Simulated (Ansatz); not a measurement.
# U-r2SCAN/aug-cc-pVDZ run of AlSiH4O (SMILES [AlH][O][SiH3])

Aim: the electronic atomisation energy of AlSiH4O at U-r2SCAN/aug-cc-pVDZ, from 5 runs. 

The calculation is run with Ansatz 0.2.0.

63 further runs of the same task are left out: 63 set aside as unsound or not needed.

## 1. The structure to begin with

The species is AlSiH4O (7 atoms), meant as a doublet with charge 0. SMILES: `[AlH][O][SiH3]`. Geometry: relaxed at PBE0-D4/def2-TZVP. This is one conformer, not always the lowest.

Bond lengths: Al1–O2 1.689 Å, O2–Si3 1.627 Å, Al1–H4 1.609 Å, Si3–H5 1.487 Å, Si3–H6 1.487 Å, Si3–H7 1.488 Å. Angles: Al1–O2–Si3 169.6°, O2–Al1–H4 116.0°, O2–Si3–H5 110.0°, O2–Si3–H6 110.2°, O2–Si3–H7 110.3°, H5–Si3–H6 108.8°, H5–Si3–H7 108.7°, H6–Si3–H7 108.8°.

## 2. The energy at U-r2SCAN/aug-cc-pVDZ

File run.yaml:

```yaml
crystal:
  periodic: [false, false, false]
  atoms:
    - {symbol: Al, position_ang: [-1.643700, -1.503700, -0.201100]}
    - {symbol: O, position_ang: [-0.403000, -0.368600, -0.047300]}
    - {symbol: Si, position_ang: [0.870900, 0.567400, 0.335800]}
    - {symbol: H, position_ang: [-2.580100, -1.352800, -1.500200]}
    - {symbol: H, position_ang: [1.204400, 1.463600, -0.802700]}
    - {symbol: H, position_ang: [0.554900, 1.401200, 1.526200]}
    - {symbol: H, position_ang: [2.057800, -0.275200, 0.643500]}
basis:
  gaussian:
    orbitals: aug-cc-pVDZ
output:
  orbitals: {seedname: orbitals}
hamiltonian:
  xc: {name: r2SCAN}
magnetization:
  spin_polarized: true
  initial_magnetization: 1
accuracy: high
```

On the command line:

```bash
$ ansatz run run.yaml --threads 1 --pin off --max-ram 3480MiB --events-out events.jsonl --progress --plain --runs-dir runs
```

Log:

```text
Warning: RAYON_NUM_THREADS=1 ignored (pool sized by the plan → 1); use --threads N
Functional definition: r2SCAN
  name "r2SCAN"
  parameter k0 = 0.174
  parameter k1 = 0.065
  parameter a1 = 4.9479
  exchange = r2scan_x(k0 = k0, k1 = k1, a1 = a1)
  correlation = r2scan_c
2252 factors; integrals over basis functions are off by at most 3.4e-9 eV
mean field evaluation 1: about -16577.0116 eV, gradient 4.6e1 eV
mean field evaluation 2: about -16491.9590 eV, gradient 1.2e2 eV
mean field evaluation 4: about -16584.9044 eV, gradient 3.6e0 eV
mean field evaluation 8: about -16585.0079 eV, gradient 5.0e-2 eV
mean field evaluation 16: about -16585.0079 eV, gradient 2.4e-5 eV
mean field -16585.00792258 eV, -609.4877994325 hartree, gradient 8.5e-8 eV, S^2 0.754970; 0 other end points of the search recorded, 0 dependent functions left out
reference -16585.00793091 eV, -609.4877997388 hartree; 20, 19 occupied and 93, 94 virtual orbitals, 2252 factors
Total energy: -16585.00793091 eV, -609.4877997388 hartree
```

Wall time 43 s (1 thread of Arm Neoverse V1, shared host); peak memory 0.57 GiB.

## 3. The Al atom

File input.yaml:

```yaml
crystal:
  periodic: [false, false, false]
  atoms:
    - {symbol: Al, position_ang: [0.000000, 0.000000, 0.000000]}
basis:
  gaussian:
    orbitals: aug-cc-pVDZ
total_charge: 0
magnetization:
  spin_polarized: true
  initial_magnetization: 1
hamiltonian:
  xc: r2scan
accuracy: high
```

Run the same way, it converges to -242.32770 Eh (log not shown).

## 4. The H atom

File job.yaml:

```yaml
crystal:
  periodic: [false, false, false]
  atoms:
    - {symbol: H, position_ang: [0.000000, 0.000000, 0.000000]}
basis:
  gaussian:
    orbitals: aug-cc-pVDZ
magnetization:
  spin_polarized: true
  initial_magnetization: 1
hamiltonian:
  xc: r2scan
accuracy: high
```

On the command line:

```bash
$ ansatz run job.yaml --threads 1 --pin off --max-ram 3480MiB --events-out events.jsonl --progress --plain --runs-dir runs
```

Log (excerpt; [...] marks lines left out):

```text
Warning: RAYON_NUM_THREADS=1 ignored (pool sized by the plan → 1); use --threads N
[... 7 set-up lines as earlier in the session ...]
42 factors; integrals over basis functions are off by at most 4.4e-8 eV
mean field evaluation 1: about -13.5920 eV, gradient 1.7e-1 eV
mean field evaluation 2: about -13.5908 eV, gradient 2.0e-1 eV
mean field evaluation 4: about -13.5913 eV, gradient 4.2e-3 eV
mean field evaluation 8: about -13.5913 eV, gradient 1.3e-6 eV
mean field -13.59128376 eV, -0.4994704657 hartree, gradient 1.1e-8 eV, S^2 0.750000; 0 other end points of the search recorded, 0 dependent functions left out
reference -13.59128871 eV, -0.4994706476 hartree; 1, 0 occupied and 8, 9 virtual orbitals, 42 factors
Total energy: -13.59128871 eV, -0.4994706476 hartree
```

Wall time 0.54 s (1 thread of Arm Neoverse V1, shared host).

## 5. The O atom, same level

File molecule.yaml:

```yaml
crystal:
  periodic: [false, false, false]
  atoms:
    - symbol: O
      position_ang: [0.000000, 0.000000, 0.000000]
basis:
  gaussian:
    orbitals: aug-cc-pVDZ
magnetization:
  spin_polarized: true
  initial_magnetization: 2
hamiltonian:
  xc: {name: r2SCAN}
accuracy: high
```

Run the same way, it converges to -75.03927 Eh (log not shown).

## 6. The Si atom at the same level

File input.yaml:

```yaml
crystal:
  periodic: [false, false, false]
  atoms:
    - {symbol: Si, position_ang: [0.000000, 0.000000, 0.000000]}
basis:
  gaussian:
    orbitals: aug-cc-pVDZ
magnetization:
  spin_polarized: true
  initial_magnetization: 2
hamiltonian:
  xc: r2scan
accuracy: high
```

On the command line:

```bash
$ ansatz run input.yaml --threads 1 --pin off --max-ram 3480MiB --events-out events.jsonl --progress --plain --runs-dir runs
```

Log (excerpt; [...] marks lines left out):

```text
Warning: RAYON_NUM_THREADS=1 ignored (pool sized by the plan → 1); use --threads N
[... 7 set-up lines as earlier in the session ...]
231 factors; integrals over basis functions are off by at most 3.2e-9 eV
mean field evaluation 1: about -7873.2011 eV, gradient 3.0e0 eV
mean field evaluation 2: about -7873.3200 eV, gradient 1.0e0 eV
mean field evaluation 4: about -7873.3288 eV, gradient 2.4e-1 eV
mean field evaluation 8: about -7873.3295 eV, gradient 2.4e-4 eV
mean field evaluation 16: about -7873.3295 eV, gradient 2.8e-8 eV
mean field evaluation 32: about -7873.3295 eV, gradient 2.8e-8 eV
mean field -7873.32945093 eV, -289.3395205871 hartree, gradient 2.8e-8 eV, S^2 2.008565; 1 other end points of the search recorded, 0 dependent functions left out
reference -7873.32945892 eV, -289.3395208808 hartree; 8, 6 occupied and 19, 21 virtual orbitals, 231 factors
Total energy: -7873.32945892 eV, -289.3395208808 hartree
```

It took 3.9 s on 1 thread of Arm Neoverse V1, shared host; peak memory 0.14 GiB.

## 7. Outcome

At U-r2SCAN/aug-cc-pVDZ:

| quantity | value |
| --- | --- |
| molecule: total energy | -609.48780 Eh |
| molecule: HOMO energy (highest over α and β) | -5.05 eV |
| molecule: LUMO energy (lowest over α and β) | -2.73 eV |
| molecule: ⟨S²⟩ | 0.755 |
| Al atom: total energy | -242.32770 Eh |
| Al atom: ⟨S²⟩ | 0.761 |
| H atom: total energy | -0.49947 Eh |
| H atom: ⟨S²⟩ | 0.750 |
| O atom: total energy | -75.03927 Eh |
| O atom: ⟨S²⟩ | 2.005 |
| Si atom: total energy | -289.33952 Eh |
| Si atom: ⟨S²⟩ | 2.009 |
| electronic atomisation energy | 21.318 eV |

Taking the molecule apart into free atoms costs 21.32 eV (2057 kJ/mol), before zero-point energy and without spin-orbit coupling.
